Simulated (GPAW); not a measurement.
# YbAl2Si2 (P-3m1) in GPAW: further runs

The runs below take YbAl2Si2 through band structure, equation of state, with LDA.

Everything below comes from runs of GPAW 26.7.0. Logs are shortened: lines on timing, memory, paths and dates and some standing lists are left out, and cuts for length are marked. The log counts tension as positive stress, the text compression.

## (1) The structure

Symmetry: P-3m1, No. 164, trigonal system. The conventional cell has a = 4.149 Å, b = 4.149 Å, c = 7.052 Å, α = 90.00°, β = 90.00°, γ = 120.00°. Yb (site symmetry -3m) has 6 Si at 3.02 Å as nearest neighbours. Si (site symmetry 3m) is surrounded by 4 Al at 2.51 to 2.61 Å. Al (site symmetry 3m) is surrounded by 4 Si at 2.51 to 2.61 Å.

The cell comes from a database or a generator and needn't be the stable form of this composition.

## (2) Band structure, LDA, collinear spin, ferromagnetic start

Input file run.py:

```python
from ase import Atoms
from ase.dft.bandgap import bandgap
from ase.io import write
from ase.units import GPa
from gpaw import GPAW, PW

atoms = Atoms(['Yb', 'Si', 'Si', 'Al', 'Al'],
              cell=[[4.148574456, 0.0, 0.0],
                    [-2.074287228, 3.5927708684, 0.0],
                    [0.0, 0.0, 7.051708]],
              scaled_positions=[[0.0, 0.0, 0.0],
                                [0.3333333333, 0.6666666667, 0.26166],
                                [0.6666666667, 0.3333333333, 0.73834],
                                [0.3333333333, 0.6666666667, 0.63165],
                                [0.6666666667, 0.3333333333, 0.36835]],
              pbc=True)
atoms.set_initial_magnetic_moments([1.0, 0.0, 0.0, 0.0, 0.0])

calc = GPAW(mode=PW(800),
            xc='LDA',
            kpts={'size': (5, 5, 3), 'gamma': True},
            occupations={'name': 'fermi-dirac', 'width': 0.05},
            nbands=37,
            convergence={'density': 1e-05, 'energy': 1e-05},
            maxiter=150,
            txt='gpaw.txt')
atoms.calc = calc
energy = atoms.get_potential_energy()
forces = atoms.get_forces()
stress = atoms.get_stress()
calc.write('gs.gpw')
write('result.traj', atoms)
print(f'Energy: {energy:.6f} eV')
print('Forces (eV/A):')
print(forces.round(4))
print('Stress (GPa):', (stress / GPa).round(3))
print('Moments:', calc.get_magnetic_moments().round(3))
print('Fermi level:', round(calc.get_fermi_level(), 4), 'eV')
print(f'Gap: {bandgap(calc)[0]:.4f} eV, direct: {bandgap(calc, direct=True)[0]:.4f} eV')

path = atoms.cell.bandpath('GMKGALHA,LM,KH', npoints=60, eps=1e-4)
bs_calc = calc.fixed_density(kpts=path, symmetry='off', nbands=58,
                             convergence={'bands': 'CBM+6.0', 'eigenstates': 1e-6}, txt='bands.txt')
bs = bs_calc.band_structure()
bs.write('bs.json')
print(f'Gap on the path: {bandgap(bs_calc)[0]:.4f} eV')
```

Potentials or basis: the program's PAW data sets (release 1.2.1) made for this functional, pw.

Started as:

```console
OMP_NUM_THREADS=1 python run.py
```

gpaw.txt:

```text
__  _  _
 | _ |_)|_||  |
 |__||  | ||/\| - 26.7.0

Input parameters:
  mode=PW(ecut=800.0),
  convergence={'density': 1e-05, 'energy': 1e-05},
  kpts=MonkhorstPack(size=(5, 5, 3), gamma=True),
  maxiter=150,
  nbands=37,
  occupations=Occupations(name='fermi-dirac', width=0.05),
  xc=XC(name='LDA')

Diagonalizing LCAO Hamiltonian
Converting LCAO to pw mode

             Si
         Al

         Si  Al

       Yb

Atoms  # Å, Bohr magnetons
|   | symbol |         x |        y |        z |    initial magnetic moments |
|---|--------|-----------|----------|----------|-----------------------------|
| 0 |     Yb |  0.000000 | 0.000000 | 0.000000 | ( 0.0000,  0.0000,  1.0000) |
| 1 |     Si | -0.000000 | 2.395181 | 1.845150 | ( 0.0000,  0.0000,  0.0000) |
| 2 |     Si |  2.074287 | 1.197590 | 5.206558 | ( 0.0000,  0.0000,  0.0000) |
| 3 |     Al | -0.000000 | 2.395181 | 4.454211 | ( 0.0000,  0.0000,  0.0000) |
| 4 |     Al |  2.074287 | 1.197590 | 2.597497 | ( 0.0000,  0.0000,  0.0000) |

Unit cell  # Å
| periodic |         x |        y |        z |  lengths |     angles |
|----------|-----------|----------|----------|----------|------------|
|      yes |  4.148574 | 0.000000 | 0.000000 | 4.148574 |  90.000000 |
|      yes | -2.074287 | 3.592771 | 0.000000 | 4.148574 |  90.000000 |
|      yes |  0.000000 | 0.000000 | 7.051708 | 7.051708 | 120.000000 |

Number of symmetries: 12
Symmetry operations  # r_c * U_cc + t_c -> r_c
|    | kind |            matrix            |
|----|------|------------------------------|
|  0 |  σ   |  1, 1, 0,  0,-1, 0,  0, 0, 1 |
|  1 |  S6  |  1, 1, 0, -1, 0, 0,  0, 0,-1 |
|  2 |  E   |  1, 0, 0,  0, 1, 0,  0, 0, 1 |
|  3 |  C2  |  1, 0, 0, -1,-1, 0,  0, 0,-1 |
|  4 |  C2  |  0, 1, 0,  1, 0, 0,  0, 0,-1 |
|  5 |  C3  |  0, 1, 0, -1,-1, 0,  0, 0, 1 |
|  6 |  S6  |  0,-1, 0,  1, 1, 0,  0, 0,-1 |
|  7 |  σ   |  0,-1, 0, -1, 0, 0,  0, 0, 1 |
|  8 |  σ   | -1, 0, 0,  1, 1, 0,  0, 0, 1 |
|  9 |  i   | -1, 0, 0,  0,-1, 0,  0, 0,-1 |
| 10 |  C3  | -1,-1, 0,  1, 0, 0,  0, 0, 1 |
| 11 |  C2  | -1,-1, 0,  0, 1, 0,  0, 0,-1 |

BZ-sampling:
  Number of BZ points: 75
  Number of IBZ points: 12

  Monkhorst-Pack size: [5, 5, 3]
  Monkhorst-Pack shift: [0, 0, 0]

K-points  # in reciprocal-cell coordinates
|     |                                coordinates |     weight |
|-----|--------------------------------------------|------------|
|   0 | (  0.00000000,   0.00000000,   0.00000000) | 0.01333333 |
|   1 | (  0.00000000,   0.00000000,   0.33333333) | 0.02666667 |
|   2 | (  0.20000000,   0.00000000,  -0.33333333) | 0.08000000 |
|   3 | (  0.20000000,   0.00000000,   0.00000000) | 0.08000000 |
|   4 | (  0.20000000,   0.00000000,   0.33333333) | 0.08000000 |
|   5 | (  0.40000000,  -0.20000000,   0.00000000) | 0.08000000 |
|   6 | (  0.40000000,  -0.20000000,   0.33333333) | 0.16000000 |
|   7 | (  0.40000000,   0.00000000,  -0.33333333) | 0.08000000 |
|   8 | (  0.40000000,   0.00000000,   0.00000000) | 0.08000000 |
|   9 | (  0.40000000,   0.00000000,   0.33333333) | 0.08000000 |
| ... |                                            |            |
|  11 | (  0.40000000,   0.40000000,   0.33333333) | 0.16000000 |

Plane wave coefficients: 5468
[... 119 lines left out ...]
    width: 0.0500  # eV

poisson solver:
  ecut: 6400.0  # eV

xc functional:
  name: None

convergence criteria:
- Maximum integral of absolute [dens]ity change: 1e-05 electrons / valence electron
- Maximum [total energy] change in last 3 cyles: 1e-05 eV / valence electron
- Maximum integral of absolute [eigenst]ate change: 4e-08 eV^2 / valence electron
maximum number of iterations: 150

SCF iterations
|iter     | |      energy | eigst |  dens |  magmom |
|---------|-|-------------|-------|-------|---------|
|iter:   1| |  -30.119940 | +0.08 |       |  +0.8405|
|iter:   2| |  -28.041364 | -1.96 | -0.91 |  +0.8005|
|iter:   3| |  -29.683147 | -0.25 | -0.94 |  +0.3976|
|iter:   4| |  -25.035234 | -0.35 | -0.49 |  +0.6173|
|iter:   5| |  -23.619661 | -1.05 | -1.15 |  +0.4118|
|iter:   6| |  -23.551103 | -2.56 | -1.50 |  +0.3801|
|iter:   7| |  -23.637216 | -2.56 | -1.69 |  +0.1489|
|iter:   8| |  -23.556335 | -2.69 | -1.58 |  +0.1253|
|iter:   9| |  -23.550485 | -4.53 | -2.31 |  +0.1153|
|iter:  10| |  -23.556655 | -4.44 | -2.72 |  +0.1029|
|iter:  11| |  -23.557729 | -3.31 | -2.37 |  +0.0720|
|iter:  12| |  -23.579243 | -2.89 | -1.94 |  +0.0825|
|iter:  13| |  -23.552759 | -3.52 | -2.05 |  +0.0792|
|iter:  14| |  -23.548468 | -4.10 | -2.69 |  +0.0582|
|iter:  15| |  -23.550593 | -4.66 | -2.54 |  +0.0428|
|iter:  16| |  -23.550928 | -6.09 | -3.07 |  +0.0242|
|iter:  17| |  -23.551079 | -5.91 | -3.11 |  +0.0170|
|iter:  18| |  -23.550895c| -6.42 | -3.45 |  +0.0050|
|iter:  19| |  -23.550926c| -7.17 | -3.83 |  +0.0001|
|iter:  20| |  -23.550895c| -7.80c| -4.16 |  -0.0003|
|iter:  21| |  -23.550895c| -8.66c| -4.41 |  -0.0001|
|iter:  22| |  -23.550901c| -8.89c| -4.78 |  -0.0002|
|iter:  23| |  -23.550903c| -8.69c| -5.33c|  -0.0000|

Converged in 23 steps
Energy contributions relative to reference atoms: (reference = -411224.699179)

Energy contributions:
  Kinetic:         -19.933732
  Coulomb:          22.098526
  Zero:              0.382525
  External:          0.000000
  Xc:              -26.080343
  Entropy:          -0.035758
  Spinorbit:         0.000000
  ----------------------------
  Free energy:     -23.568782
  Extrapolated:    -23.550903

dipole moment: (-9.547834, -16.537333, -32.458636)  # |e|*Ang

Total magnetic moment: (0.000000, 0.000000, -0.000041)

Local magnetic moments
|        x |        y |         z |
|----------|----------|-----------|
| 0.000000 | 0.000000 | -0.000025 |  # Yb   0
| 0.000000 | 0.000000 |  0.000003 |  # Si   1
| 0.000000 | 0.000000 |  0.000003 |  # Si   2
| 0.000000 | 0.000000 |  0.000000 |  # Al   3
| 0.000000 | 0.000000 |  0.000000 |  # Al   4

Fermi level: 6.084
Eigenvalues  # (at kpt = [0.000, 0.000, 0.000])
| band index |      eig [eV] | occ [0-1] |      eig [eV] | occ [0-1] |
|------------|---------------|-----------|---------------|-----------|
|          0 |       -45.195 |     1.000 |       -45.195 |     1.000 |
|        ... |               |           |               |           |
|          8 |         4.683 |     1.000 |         4.683 |     1.000 |
|          9 |         5.546 |     1.000 |         5.546 |     1.000 |
|         10 |         5.552 |     1.000 |         5.552 |     1.000 |
|         11 |         5.552 |     1.000 |         5.552 |     1.000 |
|         12 |         5.710 |     0.999 |         5.710 |     0.999 |
|         13 |         5.768 |     0.998 |         5.768 |     0.998 |
[... 8 lines left out ...]
|         22 |         8.022 |     0.000 |         8.022 |     0.000 |
|         23 |         8.805 |     0.000 |         8.805 |     0.000 |
|        ... |               |           |               |           |
|         36 |        16.056 |     0.000 |        16.057 |     0.000 |

No gap
No difference between direct/indirect transitions

Forces  # eV/Ang
|        x |        y |        z |
|----------|----------|----------|
|  0.00000 |  0.00000 |  0.00000 |  # Yb   0
| -0.00000 |  0.00000 | -0.08711 |  # Si   1
|  0.00000 | -0.00000 |  0.08711 |  # Si   2
|  0.00000 |  0.00000 |  0.08694 |  # Al   3
|  0.00000 |  0.00000 | -0.08694 |  # Al   4

Stress tensor  # eV/Ang^3
|        x |         y |         z |
|----------|-----------|-----------|
| 0.024830 |  0.000000 |  0.000000 |
| 0.000000 |  0.024830 | -0.000000 |
| 0.000000 | -0.000000 |  0.048399 |

# Writing to gs.gpw (mode='')
```

stdout:

```text
Energy: -23.550903 eV
Forces (eV/A):
[[ 0.      0.      0.    ]
 [-0.      0.     -0.0871]
 [ 0.     -0.      0.0871]
 [ 0.      0.      0.0869]
 [ 0.      0.     -0.0869]]
Stress (GPa): [ 3.978  3.978  7.754 -0.     0.     0.   ]
Moments: [-0.  0.  0.  0.  0.]
Fermi level: 6.0842 eV
Gap: 0.0000 eV, direct: 0.0000 eV
Gap on the path: 0.0000 eV
```

bands.txt:

```text
Diagonalizing LCAO Hamiltonian
Converting LCAO to pw mode
convergence criteria:
- Maximum integral of absolute [eigenst]ate change: 1e-06 eV^2 / valence electron
maximum number of iterations: 150

SCF iterations
|iter     | |      energy | eigst |  dens |  magmom |
[... 67 lines left out ...]
         [0.5       , 0.        , 0.375     ],
         [0.5       , 0.        , 0.25      ],
         [0.5       , 0.        , 0.125     ],
         [0.5       , 0.        , 0.        ],
         [0.33333333, 0.33333333, 0.        ],
         [0.33333333, 0.33333333, 0.125     ],
         [0.33333333, 0.33333333, 0.25      ],
         [0.33333333, 0.33333333, 0.375     ],
         [0.33333333, 0.33333333, 0.5       ]])),
  maxiter=150,
  nbands=58,
  occupations=Occupations(name='fermi-dirac', width=0.05),
  symmetry=Symmetry(point_group=False, time_reversal=False),
  xc=XC(name='LDA')
```

Wall time 8.8 min (1 thread of AMD EPYC 7R43 (Zen 3), shared host); peak memory 1.1 GiB.

Results:

```
Free energy             : -23.5688 eV
Pressure                : -5.2 GPa
Largest force           : 0.087 eV/Å
Band gap along the path : none (metal or under the smearing width)
Net moment              : 0.00 μB per cell
```

Forces on the atoms (eV/Å):
```
Yb   0.000  0.000  0.000
Si   0.000  0.000 -0.087
Si   0.000  0.000  0.087
Al   0.000  0.000  0.087
Al   0.000  0.000 -0.087
```

Stress tensor (GPa, compression positive):
```
-3.98  0.00  0.00
 0.00 -3.98  0.00
 0.00  0.00 -7.75
```

Levels at the corners of the path, in eV from the Fermi level:
Spin up:
```
point  band 16  band 17  band 18  band 19  band 20  band 21  band 22  band 23
    Γ    -0.25     0.13     0.52     0.52     1.16     1.18     1.94     1.94
    M    -0.32    -0.31    -0.30    -0.28    -0.26     1.95     2.48     3.86
    K    -0.31    -0.30    -0.30    -0.28     1.05     2.93     2.93     3.58
    Γ    -0.25     0.13     0.52     0.52     1.16     1.18     1.94     1.94
    A    -0.29    -0.25    -0.21    -0.21     0.48     1.69     1.69     2.24
    L    -0.30    -0.30    -0.24    -0.13     0.18     0.66     1.47     1.56
    H    -0.30    -0.28    -0.27    -0.27     1.27     1.27     3.14     3.57
    A    -0.29    -0.25    -0.21    -0.21     0.48     1.69     1.69     2.24
    L    -0.30    -0.30    -0.24    -0.13     0.18     0.66     1.47     1.56
    M    -0.32    -0.31    -0.30    -0.28    -0.26     1.95     2.48     3.86
    K    -0.31    -0.30    -0.30    -0.28     1.05     2.93     2.93     3.58
    H    -0.30    -0.28    -0.27    -0.27     1.27     1.27     3.14     3.57
```
Spin down:
| point | band 15 | band 16 | band 17 | band 18 | band 19 | band 20 | band 21 | band 22 | band 23 | band 24 |
| --- | --- | --- | --- | --- | --- | --- | --- | --- | --- | --- |
| Γ | -0.32 | -0.25 | 0.13 | 0.52 | 0.52 | 1.16 | 1.18 | 1.94 | 1.94 | 2.72 |
| M | -0.33 | -0.32 | -0.31 | -0.30 | -0.28 | -0.26 | 1.95 | 2.48 | 3.86 | 3.86 |
| K | -0.33 | -0.31 | -0.30 | -0.30 | -0.28 | 1.05 | 2.93 | 2.93 | 3.58 | 3.58 |
| Γ | -0.32 | -0.25 | 0.13 | 0.52 | 0.52 | 1.16 | 1.18 | 1.94 | 1.94 | 2.72 |
| A | -0.31 | -0.29 | -0.25 | -0.21 | -0.21 | 0.48 | 1.69 | 1.69 | 2.24 | 3.79 |
| L | -0.31 | -0.30 | -0.30 | -0.24 | -0.13 | 0.18 | 0.66 | 1.47 | 1.56 | 2.75 |
| H | -0.31 | -0.30 | -0.28 | -0.27 | -0.27 | 1.27 | 1.27 | 3.14 | 3.57 | 4.69 |
| A | -0.31 | -0.29 | -0.25 | -0.21 | -0.21 | 0.48 | 1.69 | 1.69 | 2.24 | 3.79 |
| L | -0.31 | -0.30 | -0.30 | -0.24 | -0.13 | 0.18 | 0.66 | 1.47 | 1.56 | 2.75 |
| M | -0.33 | -0.32 | -0.31 | -0.30 | -0.28 | -0.26 | 1.95 | 2.48 | 3.86 | 3.86 |
| K | -0.33 | -0.31 | -0.30 | -0.30 | -0.28 | 1.05 | 2.93 | 2.93 | 3.58 | 3.58 |
| H | -0.31 | -0.30 | -0.28 | -0.27 | -0.27 | 1.27 | 1.27 | 3.14 | 3.57 | 4.69 |

Caveat: one-centre terms of the f shell are cut off; spin-orbit coupling is left out, which moves the levels of the heavy elements; without U or exact exchange the open f shell lies at the Fermi level, which spoils levels, moments and volumes.

## (3) Equation of state, LDA, collinear spin, ferromagnetic start

Input file run.py:

```python
from ase import Atoms
from ase.eos import EquationOfState
from ase.io import Trajectory
from ase.units import GPa
from gpaw import GPAW, PW

atoms = Atoms(['Yb', 'Si', 'Si', 'Al', 'Al'],
              cell=[[4.148574456, 0.0, 0.0],
                    [-2.074287228, 3.5927708684, 0.0],
                    [0.0, 0.0, 7.051708]],
              scaled_positions=[[0.0, 0.0, 0.0],
                                [0.3333333333, 0.6666666667, 0.26166],
                                [0.6666666667, 0.3333333333, 0.73834],
                                [0.3333333333, 0.6666666667, 0.63165],
                                [0.6666666667, 0.3333333333, 0.36835]],
              pbc=True)
atoms.set_initial_magnetic_moments([1.0, 0.0, 0.0, 0.0, 0.0])

traj = Trajectory('eos.traj', 'w')
volumes, energies = [], []
for x in [0.94, 0.96, 0.98, 1.0, 1.02, 1.04, 1.06]:
    a = atoms.copy()
    a.set_cell(atoms.cell * x**(1 / 3), scale_atoms=True)
    calc = GPAW(mode=PW(800),
                xc='LDA',
                kpts={'size': (5, 5, 3), 'gamma': True},
                occupations={'name': 'fermi-dirac', 'width': 0.05},
                nbands=37,
                convergence={'density': 1e-05, 'energy': 1e-05},
                maxiter=150,
                txt=f'eos-{x:.2f}.txt')
    a.calc = calc
    energies.append(a.get_potential_energy(force_consistent=True))
    volumes.append(a.get_volume())
    p = -a.get_stress()[:3].mean() / GPa
    calc.write(f'eos-{x:.2f}.gpw')
    traj.write(a)
    print(f'{x:.2f} {volumes[-1]:10.4f} A^3 {energies[-1]:14.6f} eV {p:9.3f} GPa', flush=True)

v0, e0, B = EquationOfState(volumes, energies, eos='birchmurnaghan').fit()
print(f'V0 = {v0:.4f} A^3, E0 = {e0:.6f} eV, B0 = {B / GPa:.2f} GPa')
```

Potentials or basis: the program's PAW data sets (release 1.2.1) made for this functional, pw.

Started as:

```console
OMP_NUM_THREADS=1 python run.py
```

Run time: 20 min. Hardware: 1 thread of AMD EPYC 7R43 (Zen 3), shared host; peak memory 0.65 GiB.

The run converged. Its results:

* Equilibrium volume: 19.48 Å³/atom (rough: see the caveat)
* Bulk modulus at fixed shape and positions: 80 GPa (rough)

Energy against volume, from the lowest point:
```csv
volume (Å³/atom),energy (meV/atom)
19.760,0.00
20.180,5.00
20.601,13.75
21.021,25.86
21.441,40.96
21.862,58.74
22.282,78.87
```

Caveat: one-centre terms of the f shell are cut off; the minimum lies outside the volumes run; the cell was scaled at fixed shape and fractional positions, which overstates the stiffness of a crystal with free parameters, most of all of layers and chains; spin-orbit coupling is left out, which moves the levels of the heavy elements; without U or exact exchange the open f shell lies at the Fermi level, which spoils levels, moments and volumes.
